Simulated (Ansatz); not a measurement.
**GaCo4: one candidate of a structure search**

Where does this trial cell of GaCo4 go when cell and atoms are let free?

Computed with Ansatz 0.2.0 (DFT PBE, scalar-relativistic, plane waves, PAW, unless a step's input says otherwise).

## Step 1: The system as given

The structure is cubic, space group Im-3m (No. 229). Conventional cell: a = 5.302 Å, b = 5.302 Å, c = 5.302 Å, α = 90.00°, β = 90.00°, γ = 90.00°. Ga (site symmetry m-3m) has 8 Co at 2.30 Å as nearest neighbours. Co (site symmetry -3m) has 2 Ga at 2.30 Å as nearest neighbours.

Structure file:

```cif
data_structure
_symmetry_space_group_name_H-M 'Im-3m'
_symmetry_Int_Tables_number 229
_cell_length_a 5.3024
_cell_length_b 5.3024
_cell_length_c 5.3024
_cell_angle_alpha 90.000
_cell_angle_beta 90.000
_cell_angle_gamma 90.000
_cell_volume 149.08
loop_
_atom_site_label
_atom_site_type_symbol
_atom_site_symmetry_multiplicity
_atom_site_Wyckoff_symbol
_atom_site_fract_x
_atom_site_fract_y
_atom_site_fract_z
_atom_site_occupancy
Ga1 Ga 2 a 0.00000 0.00000 0.00000 1
Co1 Co 8 c 0.25000 0.25000 0.25000 1
```

Recipe of the guess: random cell by space group and Wyckoff sites (Im-3m, No. 229). Lengths come from tabulated atomic sizes and are only a guess.

## Step 2: A first look at the guess

input.yaml

```yaml
crystal:
  lattice:
    - [-2.6511894, 2.6511894, 2.6511894]
    - [2.6511894, -2.6511894, 2.6511894]
    - [2.6511894, 2.6511894, -2.6511894]
  atoms:
    - { symbol: Ga, position: [0.0, 0.0, 0.0] }
    - { symbol: Co, position: [0.5, 0.5, 0.5], spin: 3.0 }
    - { symbol: Co, position: [0.0, 0.0, 0.5], spin: 3.0 }
    - { symbol: Co, position: [0.0, 0.5, 0.0], spin: 3.0 }
    - { symbol: Co, position: [0.5, 0.0, 0.0], spin: 3.0 }
basis:
  ecutwfc: 420
kpoints:
  mp_grid: { grid: [4, 4, 4] }
hamiltonian:
  xc: pbe
scf:
  occupations: { method: gaussian, width: 0.1 }
  lower_state_search: "off"
output:
  forces: true
  stress: true
  eigenvalues: true
  populations: true
magnetization:
  spin_polarized: true
```

The run is started by

```
$ ansatz run input.yaml --threads 1 --pin off --max-ram 2560MiB --backend cpu --events-out ev --progress --plain --runs-dir out
```

Further runs follow: a loose first relaxation; final relaxation.

What does the calculation give? Wanted: conventional cell; volume; energy over the elements; gap on the mesh; total moment.

As calculated:

| quantity | value |
| --- | --- |
| symmetry at the end (tolerance 0.05 Å) | space group Im-3m (No. 229) |
| conventional cell | a = 5.291 Å, b = 5.291 Å, c = 5.291 Å, α = 90.00°, β = 90.00°, γ = 90.00° |
| volume | 14.81 Å³/atom |
| energy over the elements | +0.89 eV/atom |
| gap on the mesh | none (metal) |
| total moment | 6.42 μB/cell |

What this shows: The space group Im-3m (No. 229) is kept, and the volume per atom shrinks by 0.7 % from the first guess. With a positive formation energy it can't be a ground state. No finished test with a distortion of lower symmetry is shown, so the end may be a saddle point. Other magnetic orders were not searched.
